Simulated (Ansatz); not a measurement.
**ClH8NOSi3: one species, many methods**

An exercise on one series of results from a longer session: the logs are not shown, and one member is left open.

The runs use Ansatz 0.2.0, Gaussian basis; functionals in def2-TZVPP, the program's frozen cores in correlated methods.

The runs, in order: PBE-D4, r2SCAN-D4, PBE0-D4, B3LYP-D4, ωB97X-V, ωB97M-V, B2PLYP; CCSD(T)/def2-TZVPP; MP2/def2-QZVPP; extrapolation to the limit.

## The geometry

An earlier PBE0-D4 in a triple-zeta def2 set relaxation fixed the geometry.

SMILES `N[Si]([SiH3])(Cl)O[SiH3]`, 14 atoms, charge 0, spin multiplicity 1.

Atoms are counted from 1 here; the program's logs count them from 0.

Bond lengths: N1–Si2 1.705 Å, N1–H7 1.007 Å, N1–H8 1.006 Å, Si2–Si3 2.333 Å, Si2–Cl4 2.064 Å, Si2–O5 1.628 Å, Si3–H9 1.486 Å, Si3–H10 1.487 Å, Si3–H11 1.490 Å, O5–Si6 1.647 Å, Si6–H12 1.485 Å, Si6–H13 1.482 Å, Si6–H14 1.484 Å. Angles: Si2–N1–H7 121.7°, Si2–N1–H8 120.8°, H7–N1–H8 112.4°, N1–Si2–Si3 117.2°, N1–Si2–Cl4 104.2°, N1–Si2–O5 110.0°, Si3–Si2–Cl4 108.4°, Si3–Si2–O5 106.6°, Cl4–Si2–O5 110.4°, Si2–Si3–H9 111.1°, Si2–Si3–H10 109.6°, Si2–Si3–H11 109.5°, H9–Si3–H10 109.2°, H9–Si3–H11 108.9°, H10–Si3–H11 108.5°, Si2–O5–Si6 138.9°, O5–Si6–H12 109.8°, O5–Si6–H13 107.5° and more.

Set-up of the first run:

The input, in.yaml:

```yaml
crystal:
  periodic: [false, false, false]
  atoms:
    - {symbol: N, position_ang: [-1.353242, 0.189915, -1.252400]}
    - {symbol: Si, position_ang: [-0.022424, 0.579530, -0.260803]}
    - {symbol: Si, position_ang: [-0.458390, 1.813168, 1.670986]}
    - {symbol: Cl, position_ang: [1.211743, 1.695054, -1.482895]}
    - {symbol: O, position_ang: [0.733089, -0.781803, 0.216069]}
    - {symbol: Si, position_ang: [1.220004, -2.219635, -0.422903]}
    - {symbol: H, position_ang: [-2.146811, -0.318360, -0.897388]}
    - {symbol: H, position_ang: [-1.587023, 0.759026, -2.048579]}
    - {symbol: H, position_ang: [0.786413, 2.050058, 2.447868]}
    - {symbol: H, position_ang: [-1.061371, 3.121516, 1.301187]}
    - {symbol: H, position_ang: [-1.426705, 1.072483, 2.526982]}
    - {symbol: H, position_ang: [0.057492, -3.136643, -0.540512]}
    - {symbol: H, position_ang: [2.218100, -2.804286, 0.503921]}
    - {symbol: H, position_ang: [1.829124, -2.020045, -1.761533]}
basis:
  gaussian: {orbitals: def2-TZVPP}
hamiltonian: {xc: pbe, dispersion: d4}
output: {forces: true, orbitals: {seedname: orbitals}}
```

Run with:

```
> ansatz run in.yaml --threads 2 --pin off --events-out ev --progress --plain --max-ram 22528MiB --backend cuda --devices 0, --max-vram 18GiB
```

Steps of the session up to this table: PBE-D4 (GGA); r2SCAN-D4 (meta-GGA); PBE0-D4 (hybrid); B3LYP-D4 (hybrid); ωB97X-V (range-separated); ωB97M-V (range-separated); B2PLYP (double hybrid); CCSD(T) in def2-TZVPP; MP2 in def2-QZVPP.

One table of the session follows, with a row left open; its other results are not shown here.

```
            method  atomisation energy (eV)
            PBE-D4                   48.713
         r2SCAN-D4                   48.760
           PBE0-D4                   48.237
          B3LYP-D4                   48.743
           ωB97X-V                   49.235
           ωB97M-V                   48.990
            B2PLYP                   48.095
     HF/def2-TZVPP                   35.907
    MP2/def2-TZVPP                   47.911
   CCSD/def2-TZVPP                   46.845
CCSD(T)/def2-TZVPP                   47.450
           MP2/CBS                        ?
       CCSD(T)/CBS                   48.997
```

Q: Estimate the row for MP2/CBS from the others.

The run gave: atomisation energy (eV): 49.458. In the column «atomisation energy (eV)» it is the highest.
